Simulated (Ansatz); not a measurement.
# WC: response to strain

Aim: deform WC (equal xy, yz and zx engineering shear strains of -2 %) and compute stress, forces and field gradients with LAPW and PAW.

Method: DFT PBEsol, scalar-relativistic, in Ansatz 0.2.0.

2 further runs of the same task are left out: 2 that didn't finish.

**1. Starting point**

Symmetry: P-6m2, No. 187, hexagonal system. The conventional cell has a = 2.901 Å, b = 2.901 Å, c = 2.829 Å, α = 90.00°, β = 90.00°, γ = 120.00°. W (site symmetry -6m2) is surrounded by 6 C at 2.19 Å. C (site symmetry -6m2) is surrounded by 6 W at 2.19 Å.

As a file:

```cif
data_structure
_symmetry_space_group_name_H-M 'P-6m2'
_symmetry_Int_Tables_number 187
_cell_length_a 2.9005
_cell_length_b 2.9005
_cell_length_c 2.8290
_cell_angle_alpha 90.000
_cell_angle_beta 90.000
_cell_angle_gamma 120.000
_cell_volume 20.61
loop_
_atom_site_label
_atom_site_type_symbol
_atom_site_symmetry_multiplicity
_atom_site_Wyckoff_symbol
_atom_site_fract_x
_atom_site_fract_y
_atom_site_fract_z
_atom_site_occupancy
W1 W 1 a 0.00000 0.00000 0.00000 1
C1 C 1 f 0.66667 0.33333 0.50000 1
```

The file gives the conventional cell by its symmetry; the runs use the cell typed in the input.

Atoms are numbered in the order of the input: W1, C2.

**2. The deformed structure**

Space group P-6m2 before, P1 after.

**3. Full-potential LAPW**

input.yaml reads:

```yaml
crystal:
  lattice:
    - [2.900501436, -0.0290050144, -0.0290050144]
    - [-1.4753697973, 2.5264104345, -0.0106165721]
    - [-0.02829, -0.02829, 2.829]
  atoms:
    - { symbol: W, position: [0.0, 0.0, 0.0] }
    - { symbol: C, position: [0.6666666667, 0.3333333333, 0.5] }
kpoints:
  mp_grid: { grid: [13, 13, 12] }
  band_path:
    path:
      - [0.0, 0.0, 0.0]
      - [0.0, 0.0, 0.5]
      - [-0.5, 0.5, 0.0]
      - [0.0, 0.0, 0.0]
      - [0.0, -0.5, 0.0]
      - [-0.5, 0.0, 0.5]
      - [0.0, 0.0, 0.0]
      - [-0.5, 0.0, 0.0]
      - [0.0, -0.5, 0.5]
    npoints: 5
scf:
  occupations: { method: fermi_dirac, width: 0.05 }
hamiltonian:
  xc: pbesol
  pseudopotentials: { kind: all_electron, lapw: { basis_error: 0.001 } }
output:
  forces: true
  stress: true
  eigenvalues: true
```

Command:

```
$ ansatz run input.yaml --threads 1 --pin off --max-ram 3072MiB --backend cpu --events-out ev --progress --plain --runs-dir out
```

Log, shortened:

```text
LAPW: plane waves up to 9.594 Å⁻¹, error target 1.0e-3 eV per atom; small_component_spin mean_spin; C in spheres of 0.883 Å, 6 of its electrons in bands, Dirac shells []; W in spheres of 1.269 Å, 44 of its electrons in bands, Dirac shells []
[...]
Pseudopotentials: kind: all_electron
Pseudopotential: W, LAPW, valence charge 44, Koelling and Harmon's equation, gaussian nucleus
Pseudopotential: C, LAPW, valence charge 6, Koelling and Harmon's equation, gaussian nucleus
Functional definition: PBEsol
[...]
Crystal: 2 atoms, lattice volume = 20.605 Å³
Basis set: ecut = 350.7091565053259 eV, 315 PW (Γ), exchange–correlation at level 2
Bands: 30, of which v1, the nominal top of the filled ones, is band 25 counted from 1 (24 counted from 0)
Symmetry: 1 space group operations
Space group: P1 (ITA 1), of the structure as read, at distance tolerance 2.7e-5 Å
k-points: 1015 of 2028 (time reversal used)
[...]
SCF iter   1: F=—  HF=-440108.543593 eV  |F-HF|=—  |Δ(HF+E_count)|=         —  Δρ=1.26e-1  dr2=3.96e0  ethr=7.92e-3  ⟨swp⟩=2.0  Hψ=184634  notcnv=0
[...]
the basis was enlarged: its passes take 252.5 KiB over the memory plan, 1 of 1 planned eigensolver slots
[...]
SCF iter   8: F=-440107.053871 eV  HF=-440107.053871 eV  |F-HF|=2.68e-9  |Δ(HF+E_count)|=   1.16e-9  Δρ=4.20e-6  dr2=2.12e-9  ethr=2.44e-10  ⟨swp⟩=3.0  Hψ=91164  notcnv=0
[...]
NSCF: frozen V_eff on 41 k-points
SCF converged after 8 iterations
Free energy (F): -440107.053871 eV
[...]
E sigma→0 (E₀):  -440107.052673 eV
Entropy (-TS):   -0.002396 eV (-1.198 meV/atom)
Fermi energy:    25.735731 eV
[...]
--- Forces (eV/Å), atoms counted from 1 ---
  atom   1  W     -0.13572628     0.00150344    -0.02529750
  atom   2  C      0.13573571    -0.00150515     0.02529906
[...]
--- Stress (GPa, compression-positive) ---
       -0.170957       5.110171       6.527663
        5.110171      -0.108831       6.520789
        6.527663       6.520789      -0.534034
  P = ⅓ Tr σ = -0.2713 GPa (-2.713 kbar)
--- Band table (eV; the first three rows and the last of 1015) ---
[...]
```

Run time: 3 min. Hardware: 1 thread of Intel Xeon 6975P-C (Granite Rapids), shared host; peak memory 2 GiB.

In short: pressure -0.27 GPa; no gap; largest force 0.138 eV/Å.

**4. PAW on the default files**

input.yaml reads:

```yaml
crystal:
  lattice:
    - [2.900501436, -0.0290050144, -0.0290050144]
    - [-1.4753697973, 2.5264104345, -0.0106165721]
    - [-0.02829, -0.02829, 2.829]
  atoms:
    - { symbol: W, position: [0.0, 0.0, 0.0] }
    - { symbol: C, position: [0.6666666667, 0.3333333333, 0.5] }
kpoints:
  mp_grid: { grid: [13, 13, 12] }
scf:
  occupations: { method: fermi_dirac, width: 0.05 }
hamiltonian:
  xc: pbesol
  pseudopotentials: { kind: paw }
output:
  forces: true
  stress: true
  eigenvalues: true
  efg: { contact_densities: true }
```

Command:

```
$ ansatz run input.yaml --threads 1 --pin off --max-ram 3072MiB --backend cpu --events-out ev --progress --plain --runs-dir out
```

Log, shortened:

```text
W: output.efg is read without spin–orbit coupling, which moves field gradients at and beside such atoms by some per cent and up to a factor of two; PAW files take it under magnetization.noncollinear and magnetization.spin_orbit
[...]
Pseudopotentials: kind: paw
Pseudopotential: W, paw, valence charge 14, recommended cutoff 420 eV (normal)
Pseudopotential: C, paw, valence charge 4, recommended cutoff 420 eV (normal)
Functional definition: PBEsol
[...]
Crystal: 2 atoms, lattice volume = 20.605 Å³
Basis set: ecut = 420 eV, 405 PW (Γ), exchange–correlation on 40×40×40 points (8 copies of the dense FFT grid, shifted against one another)
Bands: 13, of which v1, the nominal top of the filled ones, is band 9 counted from 1 (8 counted from 0)
Symmetry: 1 space group operations
Space group: P1 (ITA 1), of the structure as read, at distance tolerance 2.7e-5 Å
[...]
--- Forces (eV/Å), atoms counted from 1 ---
  atom   1  W     -0.13603091     0.00146322    -0.02531332
  atom   2  C      0.13598846    -0.00146545     0.02529932
[...]
--- Stress (GPa, compression-positive) ---
       -0.225272       5.113168       6.544709
        5.113168      -0.164188       6.537899
        6.544709       6.537899      -0.576123
  P = ⅓ Tr σ = -0.3219 GPa (-3.219 kbar)
--- PAW observables at the nuclei: V_zz in 10²¹ V/m², potentials from the cell's mean, atoms counted from 1 ---
  atom   1  W  V_zz =   -16.446153   η = 0.1570   by run symmetry: allowed
            electrostatic potential = -14818.553358 V   contact ρ = 8810901.044101 e/Å³
  atom   2  C  V_zz =    -0.298425   η = 0.7134   by run symmetry: allowed
            electrostatic potential = -431.797654 V   contact ρ = 861.034179 e/Å³
--- Band table (eV; the first three rows and the last of 1015) ---
  k-point 0: bands = ["-53.2553", "-17.2725", "-17.1866", "-17.1463", "6.1288", "16.2375", "17.0706", "17.3961", "20.7249", "23.7941", "23.8464", "26.2233", "26.4177"]
[...]
```

Run time: 12 s. Hardware: 1 thread of Intel Xeon 6975P-C (Granite Rapids), shared host; peak memory 0.68 GiB.

In short: pressure -0.32 GPa; no gap; largest force 0.138 eV/Å; Vzz W1 -16.45 (η = 0.16), C2 -0.30 (η = 0.71) (10²¹ V/m²).

**5. Stress and forces compared**

Stress (GPa, compression positive):

| method | xx | yy | zz | yz | xz | xy |
| --- | --- | --- | --- | --- | --- | --- |
| LAPW | -0.17 | -0.11 | -0.53 | 6.52 | 6.53 | 5.11 |
| PAW | -0.23 | -0.16 | -0.58 | 6.54 | 6.54 | 5.11 |

Forces (eV/Å):

| atom | LAPW x | LAPW y | LAPW z | PAW x | PAW y | PAW z |
| --- | --- | --- | --- | --- | --- | --- |
| W1 | -0.136 | 0.002 | -0.025 | -0.136 | 0.001 | -0.025 |
| C2 | 0.136 | -0.002 | 0.025 | 0.136 | -0.001 | 0.025 |

```
method  pressure (GPa)  largest force (eV/Å)  Vzz W1 (10²¹ V/m²)  Vzz C2 (10²¹ V/m²)  SCF cycles, all passes
  LAPW           -0.27                 0.138                   –                   –                       8
   PAW           -0.32                 0.138              -16.45               -0.30                       6
```

**6. What came out**

| quantity | value |
| --- | --- |
| pressure | LAPW -0.27, PAW -0.32 GPa |
| largest shear or deviatoric stress (LAPW) | 6.53 GPa |

In words: The largest part of the stress beyond the pressure is 6.53 GPa in size; the atoms are carried along and not relaxed. No run of the undeformed cell stands beside it, so the pressure holds what the given cell had before the change. PAW: stress within 0.06 GPa of LAPW, forces within 1 meV/Å. Spin-orbit coupling is left out, though the cell holds W; in elements this heavy it can shift bands and gaps by tenths of an eV.
